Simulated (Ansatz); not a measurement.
# Mo4F: the cost of one run

Program: Ansatz 0.2.0. Level of theory: DFT PBE, scalar-relativistic, plane waves, PAW. These are calculated values, not measurements.

The COD entry's cell or inner coordinates are ideal or old and differ from later refinements, so a difference from it is no clean test against experiment.

3 further runs of the same task are left out: 3 set aside as unsound or not needed.

## Step 1: The structure to begin with

It takes space group Pm (No. 6, monoclinic). The conventional cell has a = 3.160 Å, b = 3.160 Å, c = 21.588 Å, α = 90.00°, β = 90.00°, γ = 90.00°. Around Mo (site symmetry m) lie 4 Mo at 2.74 Å. Mo (site symmetry m) has 9 Mo at 2.74 to 3.01 Å as nearest neighbours. Mo (site symmetry m) has 8 Mo at 2.63 to 2.77 Å as nearest neighbours. Mo (site symmetry m) has 1 F at 1.66 Å as nearest neighbours. F (site symmetry m) has 1 Mo at 1.66 Å as nearest neighbours.

As a file:

```
Mo F
1.0
     3.16047    0.00000    0.00000
     0.00000    3.16047    0.00000
     0.00000    0.00000   21.58839
Mo F
4 1
Direct
  0.50000 0.50000 0.18528
  0.00000 0.00000 0.25848
  0.50000 0.50000 0.33403
  0.00000 0.00000 0.39782
  0.33333 0.00000 0.45712
```

This is the geometry of the first run shown, built on a cell relaxed beforehand with the same method.

## Step 2: Plan of the line

Atoms count from 1 in the order of the input.

F is moved along a line over the surface and along the normal, above a rigid substrate.

The axes are (1) position of F5 along the first surface vector, from above Mo4: 6 values from 0.00 to 2.63 Å, periodic; (2) height of F5 above the plane of Mo4: 8 values from 0.95 to 3.87 Å.

Nothing else is relaxed. Points are written as (first, second).

## Step 3: Point (1.05 Å, 1.28 Å)

The cell repeats along c, and a dipole correction in the vacuum removes the field between the copies.

input.yaml

```yaml
crystal:
  lattice:
    - [3.1604678736, 0.0, 0.0]
    - [0.0, 3.1604678736, 0.0]
    - [0.0, 0.0, 21.5883895098]
  atoms:
    - { symbol: Mo, position: [0.5, 0.5, 0.18528478] }
    - { symbol: Mo, position: [0.0, 0.0, 0.2584831042] }
    - { symbol: Mo, position: [0.5, 0.5, 0.3340309611] }
    - { symbol: Mo, position: [0.0, 0.0, 0.3978244651] }
    - { symbol: F, position: [0.3333333333, 0.0, 0.4571155947], spin: 1.0 }
basis:
  ecutwfc: 420
kpoints:
  mp_grid: { grid: [8, 8, 1] }
hamiltonian:
  xc: pbe
  pseudopotentials: { kind: paw, azcp: { folder: soft_1 } }
scf:
  occupations: { method: gaussian, width: 0.1 }
output:
  forces: true
  eigenvalues: true
  populations: true
magnetization:
  spin_polarized: true
efield:
  axis: 3
  dipole_correction: true
  ramp_width: 0.04
```

Launch:

```console
ansatz run input.yaml --threads 1 --pin off --max-ram 3072MiB --backend cpu --events-out ev --progress --plain --runs-dir out
```

**Question.** How long does this run take on 1 thread of AMD EPYC 9R45 (Zen 5), shared host, and how much memory does it need?

About 20 s, with a peak of 0.62 GiB.
